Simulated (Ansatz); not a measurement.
**CH5AlGeO: a ladder of functionals and wavefunction methods**

The task here is to estimate one member of a computed series from the others.

Computed with Ansatz 0.2.0, Gaussian basis. Level: functionals in def2-TZVPP, the program's frozen cores in correlated methods.

Plan: PBE-D4, r2SCAN-D4, PBE0-D4, B3LYP-D4, ωB97X-V, ωB97M-V, B2PLYP; CCSD(T)/def2-TZVPP; MP2/def2-QZVPP; extrapolation to the limit.

### Structure used throughout

An earlier PBE0-D4 in a triple-zeta def2 set relaxation fixed the geometry.

9 atoms, charge 0, spin multiplicity 1.

Atoms are counted from 1 here; the program's logs count them from 0.

Bond lengths: O1–C2 1.199 Å, C2–Ge3 2.013 Å, C2–H5 1.116 Å, Ge3–Al4 2.482 Å, Ge3–H6 1.538 Å, Ge3–H7 1.545 Å, Al4–H8 1.586 Å, Al4–H9 1.585 Å. Angles: O1–C2–Ge3 123.2°, O1–C2–H5 120.0°, Ge3–C2–H5 116.8°, C2–Ge3–Al4 109.4°, C2–Ge3–H6 106.9°, C2–Ge3–H7 105.8°, Al4–Ge3–H6 114.6°, Al4–Ge3–H7 111.2°, H6–Ge3–H7 108.5°, Ge3–Al4–H8 118.5°, Ge3–Al4–H9 121.0°, H8–Al4–H9 120.5°.

As a file:

```xyz
9
CH5AlGeO
O    -0.5599    0.9337   -2.3837
C     0.2881    0.3669   -1.7535
Ge    0.5480    0.6265    0.2252
Al   -0.8496   -1.0102    1.4613
H     0.9624   -0.3662   -2.2571
H     0.2293    2.1001    0.5288
H     2.0520    0.3855    0.4862
H    -0.7033   -2.5494    1.1074
H    -1.8786   -0.5331    2.5682
```

Set-up of the first run:

in.yaml reads:

```yaml
crystal:
  periodic: [false, false, false]
  atoms:
    - {symbol: O, position_ang: [-0.559881, 0.933657, -2.383694]}
    - {symbol: C, position_ang: [0.288095, 0.366939, -1.753473]}
    - {symbol: Ge, position_ang: [0.548026, 0.626486, 0.225247]}
    - {symbol: Al, position_ang: [-0.849626, -1.010151, 1.461251]}
    - {symbol: H, position_ang: [0.962364, -0.366153, -2.257134]}
    - {symbol: H, position_ang: [0.229284, 2.100090, 0.528773]}
    - {symbol: H, position_ang: [2.051969, 0.385475, 0.486233]}
    - {symbol: H, position_ang: [-0.703270, -2.549413, 1.107381]}
    - {symbol: H, position_ang: [-1.878561, -0.533130, 2.568215]}
basis:
  gaussian: {orbitals: def2-TZVPP}
hamiltonian: {xc: pbe, dispersion: d4}
output: {forces: true, orbitals: {seedname: orbitals}}
```

Run with:

```
> ansatz run in.yaml --threads 4 --pin off --events-out ev --progress --plain --max-ram 10444MiB
```

Among the steps run: PBE-D4 (GGA); r2SCAN-D4 (meta-GGA); PBE0-D4 (hybrid); B3LYP-D4 (hybrid); ωB97X-V (range-separated); ωB97M-V (range-separated); B2PLYP (double hybrid); CCSD(T) in def2-TZVPP; MP2 in def2-QZVPP.

One of the session's tables, all rows but one given; the rest of the session is left out.

It belongs to the step «Atomisation energies». 

```
            method  atomisation energy (kJ/mol)
            PBE-D4                       2797.2
         r2SCAN-D4                       2774.0
           PBE0-D4                       2736.1
          B3LYP-D4                       2749.5
           ωB97X-V                       2775.9
           ωB97M-V                       2750.3
            B2PLYP                       2721.4
     HF/def2-TZVPP                       1937.5
    MP2/def2-TZVPP                       2721.4
   CCSD/def2-TZVPP                            ?
CCSD(T)/def2-TZVPP                       2700.0
           MP2/CBS                       2788.4
       CCSD(T)/CBS                       2767.0
```

Q: Estimate the row for CCSD/def2-TZVPP from the others.

**Answer.** atomisation energy (kJ/mol): 2653.0. In the column «atomisation energy (kJ/mol)» it lies between HF/def2-TZVPP (1937.5) and CCSD(T)/def2-TZVPP (2700.0).

To keep in mind: Free atoms (1 O, 1 C, 1 Ge, 1 Al, 5 H) were run apart at each level; the atomisation energy is their sum less the molecule, without zero-point or spin-orbit terms.
